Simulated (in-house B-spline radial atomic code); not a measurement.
**Rh⁺: binding energies from hole states**

Wanted: ΔSCF binding energies of Rh⁺.

Program: in-house B-spline radial atomic code version 1. Level of theory: Dirac-Hartree-Fock, average of configuration, Fermi nucleus, basis-set limit. These are calculated values, not measurements, unless marked.

### Step 1. Starting point

- element: rhodium (Z = 45)
- charge: +1
- electrons: 44
- configuration: [Kr] 4d8
- Hamiltonian: Dirac-Coulomb
- nucleus: Fermi, rms radius 4.495 fm

The outer shells:

[Kr] 4d8
```
[Kr] core
4d [↑↓][↑↓][↑↓][↑ ][↑ ]
```

The boxes draw the filling by Hund's rule, which heavy ions in jj coupling don't follow; these runs average over all states of the configuration.

Input settings:

```ini
Z = 45
electrons = 44.0
configuration = [Kr] 4d8
hamiltonian = dirac
method = hf
spin_polarised = False
nucleus = fermi
rms_radius = 4.4945
mass_number = 103
atomic_mass = 102.905494081
speed_of_light = 137.035999084
```

The reference is known from an earlier run: -4782.422220 hartree in all. Up to eight levels, counted from the top:

```
orbital  occupation  energy (eV)  <r> (bohr)
  3p3/2           4      -530.39      0.3917
  3d3/2           4      -344.06      0.3674
  3d5/2           6      -339.02      0.3708
  4s1/2           2      -108.79      0.9899
  4p1/2           2      -74.294       1.071
  4p3/2           4      -70.186       1.100
  4d3/2         3.2      -19.482       1.510
  4d5/2         4.8      -19.037       1.532
```

### Step 2. The 3d3/2 hole

In configurations, a minus sign after the shell means j = l − 1/2 and a plus sign j = l + 1/2; the count of electrons follows.

Input settings:

```ini
Z = 45
electrons = 43.0
configuration = 1s2 2s2 2p6 3s2 3p6 3d-3 3d+6 4s2 4p6 4d8
hamiltonian = dirac
method = hf
spin_polarised = False
nucleus = fermi
rms_radius = 4.4945
mass_number = 103
atomic_mass = 102.905494081
speed_of_light = 137.035999084
```

### Step 3. The 3d5/2 hole

Settings: those of step 2 with these lines changed.

```diff
@@ -2,3 +2,3 @@
 electrons = 43.0
-configuration = 1s2 2s2 2p6 3s2 3p6 3d-3 3d+6 4s2 4p6 4d8
+configuration = 1s2 2s2 2p6 3s2 3p6 3d-4 3d+5 4s2 4p6 4d8
 hamiltonian = dirac
```

### Step 4. The 4s hole

Settings: those of step 3 with these lines changed.

```diff
@@ -2,3 +2,3 @@
 electrons = 43.0
-configuration = 1s2 2s2 2p6 3s2 3p6 3d-4 3d+5 4s2 4p6 4d8
+configuration = 1s2 2s2 2p6 3s2 3p6 3d10 4s1 4p6 4d8
 hamiltonian = dirac
```

### Step 5. The 4p1/2 hole

Settings: those of step 4 with these lines changed.

```diff
@@ -2,3 +2,3 @@
 electrons = 43.0
-configuration = 1s2 2s2 2p6 3s2 3p6 3d10 4s1 4p6 4d8
+configuration = 1s2 2s2 2p6 3s2 3p6 3d10 4s2 4p-1 4p+4 4d8
 hamiltonian = dirac
```

### Step 6. The 4p3/2 hole

Settings: those of step 5 with these lines changed.

```diff
@@ -2,3 +2,3 @@
 electrons = 43.0
-configuration = 1s2 2s2 2p6 3s2 3p6 3d10 4s2 4p-1 4p+4 4d8
+configuration = 1s2 2s2 2p6 3s2 3p6 3d10 4s2 4p-2 4p+3 4d8
 hamiltonian = dirac
```

### Step 7. The 4d hole

Settings: those of step 6 with these lines changed.

```diff
@@ -2,3 +2,3 @@
 electrons = 43.0
-configuration = 1s2 2s2 2p6 3s2 3p6 3d10 4s2 4p-2 4p+3 4d8
+configuration = 1s2 2s2 2p6 3s2 3p6 3d10 4s2 4p6 4d7
 hamiltonian = dirac
```

**Question.** What does each hole state cost in eV, and how does that compare with the orbital energies or single holes?

**Answer**, as computed:

| hole | ΔSCF (eV) | with Breit, QED, recoil (eV) | −ε of the parent (eV) | −ε less ΔSCF (eV) |
| --- | --- | --- | --- | --- |
| 3d3/2 | 329.73 | 329.55 | 344.06 | 14.33 |
| 3d5/2 | 324.06 | 324.03 | 339.02 | 14.96 |
| 4s | 104.81 | 104.65 | 108.79 | 3.98 |
| 4p1/2 | 70.829 | 70.714 | 74.294 | 3.46 |
| 4p3/2 | 66.928 | 66.869 | 70.186 | 3.26 |
| 4d | 17.398 | 17.407 | - | - |

What this shows: Relaxation of the remaining electrons brings each binding energy under −ε, by 14.3 eV for 3d3/2 and 3.26 eV for 4p3/2. The spin-orbit splitting of the 3d hole is 5.52 eV with those corrections. Two partly filled shells share a symmetry and can mix in the average, which may lower the energy, in these hole states: 3d3/2; 3d5/2. A dash stands where an open shell is averaged over j, so that no single parent level belongs to the hole. Values are for the free ion, measured from the vacuum level.
